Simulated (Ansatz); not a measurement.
# Si62As: the cost of one run

Method: DFT LDA, plane waves, PAW, scalar-relativistic, no spin polarisation, in Ansatz 0.2.0.

**1. Starting point**

The cell holds 63 atoms (AsSi62): a = 10.860 Å, b = 10.860 Å, c = 10.860 Å, α = 90.00°, β = 90.00°, γ = 90.00°.

The coordinates stand in the first input below.

**2. End point A**

Contents of input.yaml:

```yaml
crystal:
  lattice:
    - [10.86, 0.0, 0.0]
    - [0.0, 10.86, 0.0]
    - [0.0, 0.0, 10.86]
  atoms:
    - { symbol: Si, position: [0.5025135, -0.0010092, 0.0051134] }
    - { symbol: Si, position: [0.6204216, 0.124533, 0.1232196] }
    - { symbol: Si, position: [0.7528376, 0.2467581, -0.0009245] }
    - { symbol: Si, position: [0.8741153, 0.3737101, 0.1273031] }
    - { symbol: Si, position: [0.7544643, -0.0015189, 0.2523979] }
    - { symbol: Si, position: [0.8724805, 0.1246139, 0.3785581] }
    - { symbol: Si, position: [-0.0046071, 0.0017389, -0.0062733] }
    - { symbol: Si, position: [0.1197772, 0.1278598, 0.1248738] }
    - { symbol: Si, position: [0.2539793, 0.2514512, 0.0048278] }
    - { symbol: Si, position: [0.3725529, 0.3747411, 0.1261659] }
    - { symbol: Si, position: [0.4974003, 0.5002173, -0.0026474] }
    - { symbol: Si, position: [0.6249607, 0.6181515, 0.1277293] }
    - { symbol: Si, position: [0.7459143, 0.7493953, 0.0046075] }
    - { symbol: Si, position: [0.8730083, 0.8744821, 0.1244985] }
    - { symbol: Si, position: [0.2449702, -0.0006257, 0.2480559] }
    - { symbol: Si, position: [0.3740749, 0.1266589, 0.3765078] }
    - { symbol: Si, position: [0.498169, 0.2460437, 0.2521316] }
    - { symbol: Si, position: [0.6245925, 0.3764886, 0.3758135] }
    - { symbol: Si, position: [0.7476921, 0.4950579, 0.2524275] }
    - { symbol: Si, position: [0.8739205, 0.6252469, 0.3762634] }
    - { symbol: Si, position: [0.4920366, -0.0014704, 0.4966816] }
    - { symbol: Si, position: [0.6183575, 0.1236282, 0.6244108] }
    - { symbol: Si, position: [0.7466131, 0.2464878, 0.4979398] }
    - { symbol: Si, position: [0.8777813, 0.3767602, 0.6257676] }
    - { symbol: Si, position: [0.7479727, 0.0031321, 0.7489368] }
    - { symbol: Si, position: [0.8713328, 0.1273101, 0.879725] }
    - { symbol: Si, position: [-0.0027621, 0.5012395, 0.0036829] }
    - { symbol: Si, position: [0.1264373, 0.6206727, 0.1189496] }
    - { symbol: Si, position: [0.25313, 0.7516882, -0.0024955] }
    - { symbol: Si, position: [0.3755858, 0.8744361, 0.1256322] }
    - { symbol: Si, position: [-0.0016273, 0.2491081, 0.2460826] }
    - { symbol: Si, position: [0.1301002, 0.3790584, 0.3725606] }
    - { symbol: Si, position: [0.2499065, 0.503991, 0.247946] }
    - { symbol: Si, position: [0.3727608, 0.6294575, 0.3701631] }
    - { symbol: Si, position: [0.5019742, 0.7462864, 0.2486481] }
    - { symbol: Si, position: [0.0013489, 0.0076367, 0.4972777] }
    - { symbol: Si, position: [0.1231613, 0.1273804, 0.6267367] }
    - { symbol: Si, position: [0.2435922, 0.2555113, 0.496552] }
    - { symbol: Si, position: [0.374897, 0.3731906, 0.6234984] }
    - { symbol: Si, position: [0.4982899, 0.4963628, 0.4954225] }
    - { symbol: Si, position: [0.628218, 0.6251983, 0.622985] }
    - { symbol: As, position: [0.7487707, 0.7498476, 0.4965605] }
    - { symbol: Si, position: [0.8771832, 0.8729461, 0.6263044] }
    - { symbol: Si, position: [0.2508677, 0.0017518, 0.7495048] }
    - { symbol: Si, position: [0.3781944, 0.1296299, 0.872963] }
    - { symbol: Si, position: [0.4960194, 0.2444069, 0.7514025] }
    - { symbol: Si, position: [0.6261005, 0.3771914, 0.8763908] }
    - { symbol: Si, position: [0.7518176, 0.5041973, 0.7452737] }
    - { symbol: Si, position: [0.8732084, 0.6245447, 0.8787371] }
    - { symbol: Si, position: [0.0004519, 0.7548064, 0.2500011] }
    - { symbol: Si, position: [0.123287, 0.8784288, 0.3737928] }
    - { symbol: Si, position: [0.0039687, 0.5001457, 0.5004066] }
    - { symbol: Si, position: [0.1244243, 0.6223522, 0.6326211] }
    - { symbol: Si, position: [0.2488456, 0.7506717, 0.4967316] }
    - { symbol: Si, position: [0.3739657, 0.8746242, 0.6258232] }
    - { symbol: Si, position: [0.0035266, 0.2475335, 0.7503789] }
    - { symbol: Si, position: [0.1261487, 0.3713909, 0.8726021] }
    - { symbol: Si, position: [0.2469489, 0.4987886, 0.7519907] }
    - { symbol: Si, position: [0.3726976, 0.6281765, 0.8778256] }
    - { symbol: Si, position: [0.4980623, 0.7494906, 0.7499148] }
    - { symbol: Si, position: [0.6212638, 0.8750046, 0.8780188] }
    - { symbol: Si, position: [-0.0053713, 0.7482624, 0.7489771] }
    - { symbol: Si, position: [0.1231225, 0.882317, 0.8717975] }
total_charge: 1
basis:
  ecutwfc: 420.0
kpoints:
  mp_grid: { grid: [1, 1, 1] }
hamiltonian:
  xc: lda
  pseudopotentials: { kind: paw, azcp: { folder: soft_1 } }
scf:
  occupations: { method: fermi_dirac, width: 0.05 }
  lower_state_search: "off"
relax:
  f_tol: 0.03
  max_steps: 60
  adjacent_minimum: "off"
```

Command:

```
$ ansatz run input.yaml --threads 4 --pin off --max-ram 10240MiB --backend cpu --events-out ev --progress --plain --runs-dir out
```

Q: Estimate wall time and peak memory on 4 threads of Arm Neoverse V1, shared host.

About 20 s, with a peak of 1 GiB.
